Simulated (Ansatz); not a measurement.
This script makes a ladder of basis sets of AgCl with Ansatz's Python interface.

The script, `run_basis.py`:
```python
"""How the energy of AgCl converges with the basis."""

import ansatz as az

geometry_ang = [
    ("Cl", (0.9876, -0.3775, 0.491)),
    ("Ag", (-0.9581, 0.3174, -0.487)),
]
molecule = az.Crystal.molecule()
for symbol, xyz in geometry_ang:
    molecule = molecule.atom(symbol, xyz)

calculation = (
    molecule.calculation()
    .functional("B3LYP", dispersion="d3bj")
)

energies = {}
for basis in ["def2-SVP", "def2-SVPD", "def2-TZVP", "def2-TZVPP"]:
    rep = calculation.basis(gaussian=basis).run().report
    size = rep["n_frozen"] + rep["n_occupied"][0] + rep["n_virtual"][0]
    energies[basis] = (rep["reference_energy_ev"] / 27.211386246, rep["free_energy_ev"] / 27.211386246)
    print(f"{basis:14s} {size:4d} orbitals  reference {energies[basis][0]:14.6f} Ha  total {energies[basis][1]:14.6f} Ha")

last = energies["def2-TZVPP"][1]
for basis, (_, total) in energies.items():
    print(f"{basis:14s} lies {27.211386 * (total - last):9.4f} eV above def2-TZVPP")
```

How far does the total energy move along this ladder of basis sets?

Against def2-SVP: def2-SVPD -10.2 mHa, def2-TZVP -197.6 mHa and def2-TZVPP -198.6 mHa. The last step alone is -1.06 mHa (these two sets differ little on atoms other than hydrogen). From the first set to the last the time grows from 1.4 to 1.9 s.

The run itself:

`python run_basis.py` gives:
```text
def2-SVP         49 orbitals  reference    -607.105113 Ha  total    -607.107701 Ha
def2-SVPD        61 orbitals  reference    -607.115298 Ha  total    -607.117886 Ha
def2-TZVP        77 orbitals  reference    -607.302682 Ha  total    -607.305270 Ha
def2-TZVPP       98 orbitals  reference    -607.303738 Ha  total    -607.306325 Ha
def2-SVP       lies    5.4049 eV above def2-TZVPP
def2-SVPD      lies    5.1277 eV above def2-TZVPP
def2-TZVP      lies    0.0287 eV above def2-TZVPP
def2-TZVPP     lies    0.0000 eV above def2-TZVPP
```

Caveats:
- The drop along the ladder measures the basis error, and is no property of the molecule.
- The geometry is a force-field or estimated start, not a minimum of this method, and the last set is no limit. Much of the fall in a total is atomic energy, which cancels in bond and reaction energies.
- def2 sets replace the cores of elements past krypton by effective core potentials.
- Total less reference energy is the dispersion correction.
- b3lyp holds the VWN-RPA fit, as in Gaussian; the form of ORCA and Turbomole is b3lyp5.
- Finished in 7.3 s on 1 thread of Arm Neoverse V1, on a shared host, peak memory 0.21 GiB.
